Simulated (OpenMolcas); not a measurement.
# One shape, several levels: CSe (SMILES [C][Se])

Wanted: a comparison of 6 runs (HF/3-21G, HF/cc-pVTZ, B3LYP/6-31G*, M06-2X/cc-pVTZ, M06-L/cc-pVTZ, PBE0/cc-pVTZ) of CSe. 

The results are computed with OpenMolcas 26.06.

1 further run of the same task is left out (set aside as unsound or not needed).

## (1) The molecule

CSe: 2 atoms, total charge 0, spin state singlet. As SMILES, `[C][Se]`. The shape is that of a PBE0-D4/def2-TZVP optimisation.

Bond lengths: C1–Se2 1.671 Å.

## (2) Energy and forces at HF/3-21G (run 1)

File job.inp:

```
* CSe Hartree-Fock
>>> EXPORT MOLCAS_PRINT=2
&GATEWAY
BASLIB = $CurrDir
COORD
2
angstrom
C        0.000000       0.000000      -0.008520
Se       0.000000       0.000000       1.662780
BASIS = 3-21G
GROUP = NoSym
&SEWARD
&SCF
THRESHOLDS = 1e-10 1e-07 1e-07 1e-05
PRORBITALS = 1
&ALASKA
```

The basis set 3-21G is read from a file made from the Basis Set Exchange's data (not shown).

Started as:

```
$ export MOLCAS_MEM=1860
$ pymolcas job.inp > job.log
```

The log of the run:

```text
--- Start Module: gateway ---
[...]
--- Stop Module: gateway /rc=_RC_ALL_IS_WELL_ ---
[...]
      Basis functions           31
[...]
--- Start Module: scf ---
[...]
       Convergence after  13 Iterations
[...]
::    Total SCF energy                              -2426.0231393396
[...]
      Total spin, S                                     0.0000000000
[...]
      Total electronic charge=   40.000000
      Total            charge=   -0.000000
[...]
      Dipole Moment (debye):
      Origin of the operator (angstrom)=    0.0000    0.0000    1.4446
                   X= -2.9532E-15               Y= -4.1360E-15               Z=  1.5063E+00           Total=  1.5063E+00
      Quadrupole Moment (debye*angstrom):
[...]
--- Stop Module: scf /rc=_RC_ALL_IS_WELL_ ---
--- Start Module: alaska ---
[...]
 *              Molecular gradients               *
 **************************************************
  Irreducible representation: a
 ------------------------------------------------------------------------------------------
                              X                       Y                       Z
 ------------------------------------------------------------------------------------------
  C1               -3.45120873813766E-16    4.71990716066003E-16    2.22381841956363E-02
  SE2               3.45120873813773E-16   -4.71990716066001E-16   -2.22381841956221E-02
 ------------------------------------------------------------------------------------------
--- Stop Module: alaska /rc=_RC_ALL_IS_WELL_ ---
[...]
```

Run time: 1.7 s. Hardware: 1 thread of Arm Neoverse V2, shared host; peak memory 0.37 GiB.

## (3) Energy and gradient at HF/cc-pVTZ (run 2)

File job.input:

```
>>> EXPORT MOLCAS_PRINT=2
&GATEWAY
BasLib = $CurrDir
Coord
2
angstrom
C        0.000000       0.000000      -0.008520
Se       0.000000       0.000000       1.662780
Basis = cc-pVTZ
Group = NoSym
&SEWARD
&SCF
Thresholds = 1e-10 1e-07 1e-07 1e-05
PrOrbitals = 0
&ALASKA
```

The basis set cc-pVTZ is read from a file made from the Basis Set Exchange's data (not shown).

Started as:

```
$ export MOLCAS_MEM=1860
$ pymolcas job.input > job.log
```

The log of the run:

```text
--- Start Module: gateway ---
[...]
--- Stop Module: gateway /rc=_RC_ALL_IS_WELL_ ---
[...]
      Basis functions           73
[...]
--- Start Module: scf ---
[...]
       Convergence after  14 Iterations
[...]
::    Total SCF energy                              -2437.6694065174
[...]
      Total spin, S                                     0.0000000000
[...]
      Total electronic charge=   40.000000
      Total            charge=   -0.000000
[...]
      Dipole Moment (debye):
      Origin of the operator (angstrom)=    0.0000    0.0000    1.4446
                   X=  3.3111E-15               Y= -7.6975E-15               Z=  1.7413E+00           Total=  1.7413E+00
      Quadrupole Moment (debye*angstrom):
[...]
--- Stop Module: scf /rc=_RC_ALL_IS_WELL_ ---
[...]
--- Start Module: alaska ---
[...]
 *              Molecular gradients               *
 **************************************************
  Irreducible representation: a
 ------------------------------------------------------------------------------------------
                              X                       Y                       Z
 ------------------------------------------------------------------------------------------
  C1                1.00152469225383E-14   -4.67742985549645E-16   -1.47849001466192E-02
  SE2              -1.00152469225383E-14    4.67742985549633E-16    1.47849001466192E-02
 ------------------------------------------------------------------------------------------
--- Stop Module: alaska /rc=_RC_ALL_IS_WELL_ ---
[...]
```

Wall time 5.1 s (1 thread of Arm Neoverse V2, shared host); peak memory 0.42 GiB.

## (4) Energy and forces at B3LYP/6-31G(d) (spherical functions) (run 3)

File geom.xyz:

```xyz
2

C      0.000000     0.000000    -0.008520
Se     0.000000     0.000000     1.662780
```

File run.inp:

```
* CSe Kohn-Sham DFT
&GATEWAY
BasLib=$CurrDir
Coord=geom.xyz
Basis=6-31Gs
Group=NoSym
&SEWARD
GridInput
Grid=UltraFine
End of Grid
&SCF
KSDFT=B3LYP
Thresholds=1e-10 1e-07 1e-07 1e-05
PrOrbitals=1 1
&ALASKA
```

The basis set 6-31G* is read from a file made from the Basis Set Exchange's data (not shown).

Started as:

```
$ export MOLCAS_MEM=1860
$ pymolcas run.inp > run.log
```

The log of the run:

```text
--- Start Module: gateway ---
[...]
--- Stop Module: gateway /rc=_RC_ALL_IS_WELL_ ---
[...]
      Basis functions           46
[...]
--- Start Module: scf ---
[...]
       Convergence after  13 Iterations
[...]
::    Total KS-DFT energy                           -2439.2899459312
[...]
      Total spin, S                                     0.0000000000
[...]
      Total electronic charge=   40.000000
      Total            charge=   -0.000000
[...]
      Dipole Moment (debye):
      Origin of the operator (angstrom)=    0.0000    0.0000    1.4446
                   X= -1.1035E-14               Y=  5.2538E-15               Z=  1.7760E+00           Total=  1.7760E+00
      Quadrupole Moment (debye*angstrom):
[...]
--- Stop Module: scf /rc=_RC_ALL_IS_WELL_ ---
[...]
--- Start Module: alaska ---
[...]
 *              Molecular gradients               *
 **************************************************
  Irreducible representation: a
 ------------------------------------------------------------------------------------------
                              X                       Y                       Z
 ------------------------------------------------------------------------------------------
  C1                3.90014883131548E-16    1.36538702603877E-15    1.38999733273764E-02
  SE2              -3.95876350299367E-16   -1.37146871598261E-15   -1.38999733273835E-02
 ------------------------------------------------------------------------------------------
--- Stop Module: alaska /rc=_RC_ALL_IS_WELL_ ---
[...]
```

It took 5.4 s on 1 thread of Arm Neoverse V2, shared host; peak memory 0.38 GiB.

Runs 4 to 5 aren't shown in full; the table further down has their settings and results.

## (5) Energy and gradient at PBE0/cc-pVTZ (run 6)

File test.input:

```
&GATEWAY
BasLib
$CurrDir
Coord
2
angstrom
C        0.000000       0.000000      -0.008520
Se       0.000000       0.000000       1.662780
Basis
cc-pVTZ
Group
NoSym
&SEWARD
GridInput
Grid=UltraFine
End of Grid
&SCF
KSDFT
PBE0
Thresholds
1e-10 1e-07 1e-07 1e-05
PrOrbitals
1 1
&ALASKA
```

The basis set cc-pVTZ is read from a file made from the Basis Set Exchange's data (not shown).

Started as:

```
$ export MOLCAS_MEM=1860
$ pymolcas test.input > test.log
```

The log of the run:

```text
--- Start Module: gateway ---
[...]
--- Stop Module: gateway /rc=_RC_ALL_IS_WELL_ ---
[...]
      Basis functions           73
[...]
--- Start Module: scf ---
[...]
       Convergence after  14 Iterations
[...]
::    Total KS-DFT energy                           -2439.2758405123
[...]
      Total spin, S                                     0.0000000000
[...]
      Total electronic charge=   40.000000
      Total            charge=   -0.000000
[...]
      Dipole Moment (debye):
      Origin of the operator (angstrom)=    0.0000    0.0000    1.4446
                   X= -5.4875E-15               Y= -6.1954E-16               Z=  2.1098E+00           Total=  2.1098E+00
      Quadrupole Moment (debye*angstrom):
[...]
--- Stop Module: scf /rc=_RC_ALL_IS_WELL_ ---
[...]
--- Start Module: alaska ---
[...]
 *              Molecular gradients               *
 **************************************************
  Irreducible representation: a
 ------------------------------------------------------------------------------------------
                              X                       Y                       Z
 ------------------------------------------------------------------------------------------
  C1                1.93361618729473E-14   -1.30408171552417E-14    1.67825096006524E-03
  SE2              -1.93387639569237E-14    1.30399497935037E-14   -1.67825096007235E-03
 ------------------------------------------------------------------------------------------
--- Stop Module: alaska /rc=_RC_ALL_IS_WELL_ ---
[...]
```

It took 11 s on 1 thread of Arm Neoverse V2, shared host; peak memory 0.42 GiB.

## (6) Overview of the runs

```csv
run,level,integration grid,energy (Eh),dipole moment (D),HOMO energy (eV),LUMO energy (eV),wall time
1,HF/3-21G,–,-2426.023139,1.51,-11.50,1.63,1.7 s
2,HF/cc-pVTZ,–,-2437.669407,1.74,-11.55,1.24,5.1 s
3,B3LYP/6-31G* (spherical functions),UltraFine,-2439.289946,1.78,-8.10,-2.42,5.4 s
4,M06-2X/cc-pVTZ,UltraFine,-2439.620171,2.05,-9.80,-1.53,13 s
5,M06-L/cc-pVTZ,UltraFine,-2439.527675,2.39,-7.12,-3.09,15 s
6,PBE0/cc-pVTZ,UltraFine,-2439.275841,2.11,-8.52,-2.47,11 s
```

## (7) Summary of results

| quantity | value |
| --- | --- |
| run 6: total energy | -2439.27584 Eh |
| run 6: dipole moment | 2.11 D |
| run 6: HOMO energy | -8.52 eV |
| run 6: LUMO energy | -2.47 eV |
| run 6: HOMO–LUMO gap | 6.05 eV |
| run 6: largest force on an atom | 0.086 eV/Å |

In words: The dipole moment (its size) runs from 1.51 D (HF/3-21G) to 2.39 D (M06-L/cc-pVTZ). The two ends differ in method and basis. The HOMO–LUMO gap runs from 4.02 eV (M06-L/cc-pVTZ) to 13.14 eV (HF/3-21G). Totals of different functionals can't be ranked against each other. All runs together took 52 s, the longest 15 s.
